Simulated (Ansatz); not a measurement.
**GdIn: how the settings move a single-point run**

Aim: see which settings change the result for GdIn, by how much, and at what cost.

Computed with Ansatz 0.2.0 (reference: DFT, LDA, PAW with Ansatz's default frozen-core files, scalar-relativistic, unless a step's input says otherwise).

### Step 1. The system as given

It takes space group Pm-3m (No. 221, cubic). The conventional cell has a = 3.830 Å, b = 3.830 Å, c = 3.830 Å, α = 90.00°, β = 90.00°, γ = 90.00°. Gd (site symmetry m-3m) has 8 In at 3.32 Å in its first shell of neighbours. In (site symmetry m-3m) is surrounded by 8 Gd at 3.32 Å.

Coordinates:

```cif
data_structure
_symmetry_space_group_name_H-M 'Pm-3m'
_symmetry_Int_Tables_number 221
_cell_length_a 3.8300
_cell_length_b 3.8300
_cell_length_c 3.8300
_cell_angle_alpha 90.000
_cell_angle_beta 90.000
_cell_angle_gamma 90.000
_cell_volume 56.18
loop_
_atom_site_label
_atom_site_type_symbol
_atom_site_symmetry_multiplicity
_atom_site_Wyckoff_symbol
_atom_site_fract_x
_atom_site_fract_y
_atom_site_fract_z
_atom_site_occupancy
Gd1 Gd 1 a 0.00000 0.00000 0.00000 1
In1 In 1 b 0.50000 0.50000 0.50000 1
```

### Step 2. Baseline

input.yaml reads:

```yaml
crystal:
  lattice:
    - [3.83, 0.0, 0.0]
    - [0.0, 3.83, 0.0]
    - [0.0, 0.0, 3.83]
  atoms:
    - { symbol: Gd, position: [0.0, 0.0, 0.0], spin: 7.0, spin_axis: [1.0, 0.0, 0.0] }
    - { symbol: In, position: [0.5, 0.5, 0.5] }
magnetization:
  noncollinear: true
  spin_spiral: { q: [0.0, 0.0, 0.0] }
kpoints:
  mp_grid: { grid: [12, 12, 12] }
scf:
  occupations: { method: fermi_dirac, width: 0.03 }
hamiltonian:
  xc: lda
  pseudopotentials: { kind: paw }
output:
  eigenvalues: false
```

Run with:

```bash
$ ansatz run input.yaml --threads 2 --pin off --max-ram 5120MiB --backend cpu --events-out ev --progress --plain --runs-dir out
```

### Step 3. Variant: starting moments, lock_directions true

Edit input.yaml of step 2 so:

```diff
@@ -6,3 +6,3 @@
   atoms:
-    - { symbol: Gd, position: [0.0, 0.0, 0.0], spin: 7.0, spin_axis: [1.0, 0.0, 0.0] }
+    - { symbol: Gd, position: [0.0, 0.0, 0.0], spin: 7.0, spin_axis: [0.8660254, 0.0, 0.5] }
     - { symbol: In, position: [0.5, 0.5, 0.5] }
@@ -11,2 +11,3 @@
   spin_spiral: { q: [0.0, 0.0, 0.0] }
+  spin_locking: { lock_directions: true }
 kpoints:
```

Before running it: what results should come out? Wanted: for each run, ending; energy change; abs. moment.

**Answer**, as computed:

```tsv
run	ending	energy change	abs. moment (μB)	cycles	time
reference	converged	0	7.19	21	66 s
1: starting moments, lock_directions true	converged	0.0 meV/atom	7.19	16	16 min
```

Residual by cycle in the longest SCF loop of each run; runs are numbered as in the table. The quantity is the density residual dr2, in eV.

```tsv
cycle	reference	run 1
1	0.941	0.942
3	0.698	26.2
4	0.385	0.751
6	0.0213	0.162
8	0.0106	0.00162
9	0.00372	6.3e-4
11	5.5e-4	3.1e-6
12	3.2e-6	1.8e-7
14	8.0e-4	1.6e-9
16	9.9e-6	-
17	2.2e-7	-
19	7.0e-10	-
```

What this shows: The changed input (constraint on the moments) leaves the energy the same to the digits printed. Cost: 16 SCF cycles against 21, 16 min against 66 s.
